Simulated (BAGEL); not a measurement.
# GeH2O2 (SMILES [OH][Ge][OH]), step by step

Aim: a single-point energy (HF/cc-pVDZ), then the energy (NEVPT2(2,2)/cc-pVDZ), then the energy (CASPT2(2,2)/cc-pVDZ) of GeH2O2. 

Program for the calculation: BAGEL 1.2.2.

2 further runs of the same task are left out: 2 set aside as unsound or not needed.

## (1) The molecule

GeH2O2 has 5 atoms, charge 0, and is taken as a singlet. As SMILES, `[OH][Ge][OH]`. The O3–H5 distance was set to 1.298 Å, away from the relaxed value.

Bond lengths: O1–Ge2 1.790 Å, Ge2–O3 1.790 Å, O1–H4 0.961 Å. Angles: O1–Ge2–O3 102.4°, Ge2–O1–H4 118.8°. A long bond or contact: O3–H5 1.298 Å.

## (2) A single-point energy at HF/cc-pVDZ (density fitting with svp-jkfit) (run 1)

Input file hf.json:

```json
{ "bagel" : [

{
  "title" : "molecule",
  "basis" : "cc-pvdz.json",
  "df_basis" : "svp-jkfit",
  "geometry" : [
    { "atom" : "O", "xyz" : [    -2.59001138,    -0.62157628,    -0.25145830 ] },
    { "atom" : "Ge", "xyz" : [    -0.65379800,    -2.12636519,     2.07800710 ] },
    { "atom" : "O", "xyz" : [     2.36655127,    -0.70245655,     1.53924618 ] },
    { "atom" : "H", "xyz" : [    -1.83393196,     0.60731262,    -1.35524733 ] },
    { "atom" : "H", "xyz" : [     2.58212178,     0.96980745,    -0.24169597 ] }
  ]
},

{ "title" : "hf" },

{ "title" : "print", "file" : "orbitals.molden", "orbitals" : true }

]}
```

The basis set cc-pVDZ is read from a file made from the Basis Set Exchange's data (not shown).

Launch:

```bash
$ BAGEL_NUM_THREADS=1 BAGEL hf.json > hf.out
```

The log of the run:

```text
* using 1 threads per process

  ===============================================================
  ===============================================================

  *** Geometry ***

  { "atom" : "O", "xyz" : [     -2.590011,     -0.621576,     -0.251458 ] },
  { "atom" : "Ge", "xyz" : [     -0.653798,     -2.126365,      2.078007 ] },
  { "atom" : "O", "xyz" : [      2.366551,     -0.702457,      1.539246 ] },
  { "atom" : "H", "xyz" : [     -1.833932,      0.607313,     -1.355247 ] },
  { "atom" : "H", "xyz" : [      2.582122,      0.969807,     -0.241696 ] },

  Number of auxiliary basis functions:      456

  Since a DF basis is specified, we compute 2- and 3-index integrals:
    o Being stored without compression. Storage requirement is 0.015 GB

  Number of basis functions:       65
  Number of electrons      :       50

    * METHOD: MOLECULE                             0.20

  *** RHF ***

  === Nuclear Repulsion ===
   187.7864127100

      * DIIS with orbital gradients will be used.

  === RHF iteration (cc-pvdz.json) ===
      0      -2225.83889870          0.02648622           0.06
      1      -2225.99084141          0.02316349           0.06
      2      -2226.20570281          0.00200373           0.06
      3      -2226.20777789          0.00107563           0.06
      4      -2226.20842048          0.00028601           0.06
      5      -2226.20847974          0.00007456           0.06
      6      -2226.20848591          0.00002464           0.06
      7      -2226.20848657          0.00000779           0.06
      8      -2226.20848663          0.00000363           0.06
      9      -2226.20848664          0.00000166           0.05
     10      -2226.20848664          0.00000097           0.06
     11      -2226.20848664          0.00000043           0.06
     12      -2226.20848664          0.00000010           0.06
     13      -2226.20848664          0.00000003           0.06
     14      -2226.20848664          0.00000001           0.06
     15      -2226.20848664          0.00000001           0.05
    * SCF iteration converged.

    * Permanent dipole moment:
           (   -0.146915,    -0.495614,     0.500933) a.u.

    * METHOD: HF                                   1.05

    * METHOD: PRINT                                0.01

  ===============================================================
```

It took 1.4 s on 1 thread of Arm Neoverse V2, shared host; peak memory 0.15 GiB.

## (3) The energy at NEVPT2(2,2)/cc-pVDZ (density fitting with svp-jkfit) (run 2)

Input file input.json:

```json
{ "bagel": [

{
  "title": "molecule",
  "basis": "cc-pvdz.json",
  "df_basis": "svp-jkfit",
  "geometry": [
    { "atom": "O", "xyz": [    -2.59001138,    -0.62157628,    -0.25145830 ] },
    { "atom": "Ge", "xyz": [    -0.65379800,    -2.12636519,     2.07800710 ] },
    { "atom": "O", "xyz": [     2.36655127,    -0.70245655,     1.53924618 ] },
    { "atom": "H", "xyz": [    -1.83393196,     0.60731262,    -1.35524733 ] },
    { "atom": "H", "xyz": [     2.58212178,     0.96980745,    -0.24169597 ] }
  ]
},

{ "title": "hf" },

{ "title": "casscf", "nstate": 1, "nact": 2, "nclosed": 24, "active": [21, 27], "maxiter": 200, "natocc": true },

{ "title": "nevpt2", "nstate": 1, "nact": 2, "nclosed": 24, "active": [21, 27], "maxiter": 200, "natocc": true, "ncore": 11 },

{ "title": "print", "file": "orbitals.molden", "orbitals": true }

]}
```

The basis set cc-pVDZ is read from a file made from the Basis Set Exchange's data (not shown).

Launch:

```bash
$ BAGEL_NUM_THREADS=1 BAGEL input.json > input.out
```

The log of the run:

```text
* using 1 threads per process

  ===============================================================
  ===============================================================

  *** Geometry ***

  { "atom" : "O", "xyz" : [     -2.590011,     -0.621576,     -0.251458 ] },
  { "atom" : "Ge", "xyz" : [     -0.653798,     -2.126365,      2.078007 ] },
  { "atom" : "O", "xyz" : [      2.366551,     -0.702457,      1.539246 ] },
  { "atom" : "H", "xyz" : [     -1.833932,      0.607313,     -1.355247 ] },
  { "atom" : "H", "xyz" : [      2.582122,      0.969807,     -0.241696 ] },

  Number of auxiliary basis functions:      456

  Since a DF basis is specified, we compute 2- and 3-index integrals:
    o Being stored without compression. Storage requirement is 0.015 GB

  Number of basis functions:       65
  Number of electrons      :       50

    * METHOD: MOLECULE                             0.20

  *** RHF ***

  === Nuclear Repulsion ===
   187.7864127100

      * DIIS with orbital gradients will be used.

  === RHF iteration (cc-pvdz.json) ===
      0      -2225.83889870          0.02648622           0.06
      1      -2225.99084141          0.02316349           0.06
      2      -2226.20570281          0.00200373           0.06
      3      -2226.20777789          0.00107563           0.06
      4      -2226.20842048          0.00028601           0.06
      5      -2226.20847974          0.00007456           0.06
[... 8 lines of this table left out ...]
     14      -2226.20848664          0.00000001           0.06
     15      -2226.20848664          0.00000001           0.06
    * SCF iteration converged.

    * Permanent dipole moment:
           (   -0.146915,    -0.495614,     0.500933) a.u.

    * METHOD: HF                                   1.08

  ---------------------------
      CASSCF calculation
  ---------------------------

    ==== Active orbitals : =====
         Orbital 21
         Orbital 27
    ============================

    * nstate   :      1
    * nclosed  :     24
    * nact     :      2
    * nvirt    :     39
  === CASSCF iteration (cc-pvdz.json) ===

    * Using the second-order algorithm

      0  0     -2226.21040998     4.96e-04      0.02

      1  0     -2226.24134113     2.78e-03      0.27

      2  0     -2226.24534782     5.61e-04      0.31

[... 21 lines of this table left out ...]

     14  0     -2226.24549871     6.88e-09      0.25

    * Second-order optimization converged. *

     guess   0:   closed 1.                   open ..

  === FCI iteration ===

      0  0     -2226.20697935     1.01e-01      0.00
      1  0     -2226.24516772     7.69e-03      0.00
      2  0 *   -2226.24549871     8.99e-16      0.00

     * ci vector, state   0, <S^2> = 0.0000
       2.     0.9821884442
       .2    -0.1878985368

    * METHOD: CASSCF                               4.46

    * freezing 11 orbitals

  === DF-NEVPT2 calculation ===

    * 3-index integral transformation done
    * assembly done

      NEVPT2 correlation energy:   -0.4550653659      0.08

          (+0)     -0.3678223790
          (+0)'    -0.0365260126
          (+1)     -0.0088335627
          (+1)'    -0.0000000000
          (+2)     -0.0007457329
          (-1)     -0.0360879922
          (-1)'     0.0000000000
          (-2)     -0.0050496866

      NEVPT2 total energy:       -2226.7005640776

    * METHOD: NEVPT2                               0.18

    * METHOD: PRINT                                0.01

  ===============================================================
```

It took 6.3 s on 1 thread of Arm Neoverse V2, shared host; peak memory 0.15 GiB.

## (4) The energy at CASPT2(2,2)/cc-pVDZ (density fitting with svp-jkfit) (run 3)

Input file job.json:

```json
{ "bagel" : [

{
  "title" : "molecule",
  "basis" : "cc-pvdz.json",
  "df_basis" : "svp-jkfit",
  "geometry" : [
    { "atom" : "O", "xyz" : [ -2.59001138, -0.62157628, -0.25145830 ] },
    { "atom" : "Ge", "xyz" : [ -0.65379800, -2.12636519,  2.07800710 ] },
    { "atom" : "O", "xyz" : [  2.36655127, -0.70245655,  1.53924618 ] },
    { "atom" : "H", "xyz" : [ -1.83393196,  0.60731262, -1.35524733 ] },
    { "atom" : "H", "xyz" : [  2.58212178,  0.96980745, -0.24169597 ] }
  ]
},
{ "title" : "hf" },
{ "title" : "casscf", "nstate" : 1, "nact" : 2, "nclosed" : 24, "active" : [21, 27], "maxiter" : 200, "natocc" : true },
{ "title" : "print", "file" : "orbitals.molden", "orbitals" : true },
{ "title" : "smith", "method" : "caspt2", "ms" : true, "xms" : true, "sssr" : true, "shift" : 0.2, "shift_imag" : true, "ncore" : 11 }

]}
```

The basis set cc-pVDZ is read from a file made from the Basis Set Exchange's data (not shown).

Launch:

```bash
$ BAGEL_NUM_THREADS=1 BAGEL job.json > job.out
```

The log of the run:

```text
* using 1 threads per process

  ===============================================================
  ===============================================================

  *** Geometry ***

  { "atom" : "O", "xyz" : [     -2.590011,     -0.621576,     -0.251458 ] },
  { "atom" : "Ge", "xyz" : [     -0.653798,     -2.126365,      2.078007 ] },
  { "atom" : "O", "xyz" : [      2.366551,     -0.702457,      1.539246 ] },
  { "atom" : "H", "xyz" : [     -1.833932,      0.607313,     -1.355247 ] },
  { "atom" : "H", "xyz" : [      2.582122,      0.969807,     -0.241696 ] },

  Number of auxiliary basis functions:      456

  Since a DF basis is specified, we compute 2- and 3-index integrals:
    o Being stored without compression. Storage requirement is 0.015 GB

  Number of basis functions:       65
  Number of electrons      :       50

    * METHOD: MOLECULE                             0.20

  *** RHF ***

  === Nuclear Repulsion ===
   187.7864127100

      * DIIS with orbital gradients will be used.

[... 6 lines left out ...]
    * SCF iteration converged.
[... 1 line left out ...]
    * Permanent dipole moment:
[... 27 lines left out ...]
    * Second-order optimization converged. *
[... 9 lines left out ...]
     * ci vector, state   0, <S^2> = 0.0000
[... 16 lines left out ...]
    * Zeroth order energy : state  0       -1.0725760016
[... 3 lines left out ...]
      -------------------------------------------  CASPT2 iteration  ---------------------------------------------------
       #      aibj      arbs      arbi      airj      risj      airs      arst      rist         Etot      error   time
      ------------------------------------------------------------------------------------------------------------------

       0  -0.36659  -0.00596  -0.03616  -0.00894  -0.00093  -0.03271  -0.00000  -0.00000   -0.4512983  0.0020262   0.04
       1  -0.36685  -0.00600  -0.03635  -0.00907  -0.00098  -0.03330  -0.00000  -0.00000   -0.4525582  0.0003034   0.04
       2  -0.36688  -0.00600  -0.03631  -0.00907  -0.00099  -0.03334  -0.00000  -0.00000   -0.4525952  0.0000664   0.04
       3  -0.36688  -0.00600  -0.03631  -0.00906  -0.00099  -0.03335  -0.00000  -0.00000   -0.4525967  0.0000153   0.05
       4  -0.36688  -0.00600  -0.03631  -0.00906  -0.00099  -0.03335   0.00000  -0.00000   -0.4525967  0.0000039   0.04
       5  -0.36688  -0.00600  -0.03631  -0.00906  -0.00099  -0.03335   0.00000   0.00000   -0.4525968  0.0000009   0.04

      ------------------------------------------------------------------------------------------------------------------

    * CASPT2 energy : state  0    -2226.7003529812
        w/o shift correction      -2226.6980954656
        reference weight              0.8771670151

    * METHOD: SMITH                                0.43

  ===============================================================
```

Run time: 6.6 s. Hardware: 1 thread of Arm Neoverse V2, shared host; peak memory 0.15 GiB.

## (5) Summary of results

| quantity | value |
| --- | --- |
| run 1, HF/cc-pVDZ: total energy | -2226.20849 Eh |
| run 1, HF/cc-pVDZ: dipole moment | 1.83 D |
| run 1, HF/cc-pVDZ: HOMO energy | -10.27 eV |
| run 1, HF/cc-pVDZ: LUMO energy | 1.70 eV |
| run 1, HF/cc-pVDZ: HOMO–LUMO gap | 11.97 eV |
| run 2, NEVPT2(2,2)/cc-pVDZ: total energy | -2226.70056 Eh |
| run 3, CASPT2(2,2)/cc-pVDZ: total energy | -2226.70035 Eh |
